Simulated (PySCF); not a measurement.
# C2H6Hg (Hg(CH3)2): the cost of one run

The runs use PySCF 2.14.0; several levels, as the steps say, no spin–orbit coupling.

1 further run of the same task is left out (for a known fault of the program).

### 1 Where the work starts

9 atoms, charge 0, spin multiplicity 1.

Bond lengths: Hg1–C2 2.104 Å, Hg1–C6 2.104 Å, C2–H3 1.101 Å, C2–H4 1.101 Å, C2–H5 1.101 Å, C6–H7 1.101 Å, C6–H8 1.101 Å, C6–H9 1.101 Å. Angles: C2–Hg1–C6 179.9°, Hg1–C2–H3 110.8°, Hg1–C2–H4 110.7°, Hg1–C2–H5 110.7°, H3–C2–H4 108.1°, H3–C2–H5 108.1°, H4–C2–H5 108.2°, Hg1–C6–H7 110.8°, Hg1–C6–H8 110.7°, Hg1–C6–H9 110.7°, H7–C6–H8 108.1°, H7–C6–H9 108.1°, H8–C6–H9 108.2°.

As a file:

```
Hg    0.0000    0.0000    0.7394
C     2.1043    0.0000    0.7374
H     2.4942    0.0000   -0.2923
H     2.4948    0.8916    1.2520
H     2.4948   -0.8916    1.2520
C    -2.1043    0.0000    0.7374
H    -2.4942    0.0000   -0.2923
H    -2.4948   -0.8916    1.2520
H    -2.4948    0.8916    1.2520
```

Formal oxidation states: Hg +2. An earlier session relaxed this geometry at PBE0, Hg def2-SVP with ECP60, C def2-SVP, H def2-SVP (singlet, point group D3h).

At PBE0 on the finer grid: E = -233.117878 Eh, HOMO -7.02 eV, LUMO 0.27 eV, Mulliken charge on Hg1 +0.46 e, largest force component 0.012 eV/Å. 

Levels to run: BLYP; PBE; PBE0, TZVP. Hardware: 2 threads of Arm Neoverse V1, shared host.

### 2 BLYP

run.py (the lines that set the calculation)

```python
mol = gto.M(atom='''
Hg     0.00000     0.00000     0.73943
C      2.10428     0.00000     0.73737
H      2.49422     0.00000    -0.29226
H      2.49477     0.89162     1.25198
H      2.49477    -0.89162     1.25198
C     -2.10428     0.00000     0.73737
H     -2.49422     0.00000    -0.29226
H     -2.49477    -0.89162     1.25198
H     -2.49477     0.89162     1.25198''',
    basis={'Hg': 'def2-SVP', 'C': 'def2-SVP', 'H': 'def2-SVP'},
    ecp={'Hg': 'def2-SVP'},
    charge=0, spin=0)
mf = dft.RKS(mol, xc='BLYP')
mf.grids.atom_grid = (75, 302)
mf = mf.density_fit()  # fitting sets: Hg def2-universal-JKFIT, C def2-universal-JKFIT, H def2-universal-JKFIT
mf.conv_tol = 1e-08; mf.max_cycle = 55
mf.kernel(dm0)  # dm0: the density of the relaxed state
```

Started as:

```bash
$ OMP_NUM_THREADS=2 python run.py
```

**Question.** How long does this run take on 2 threads of Arm Neoverse V1, shared host?

About 8.8 s.
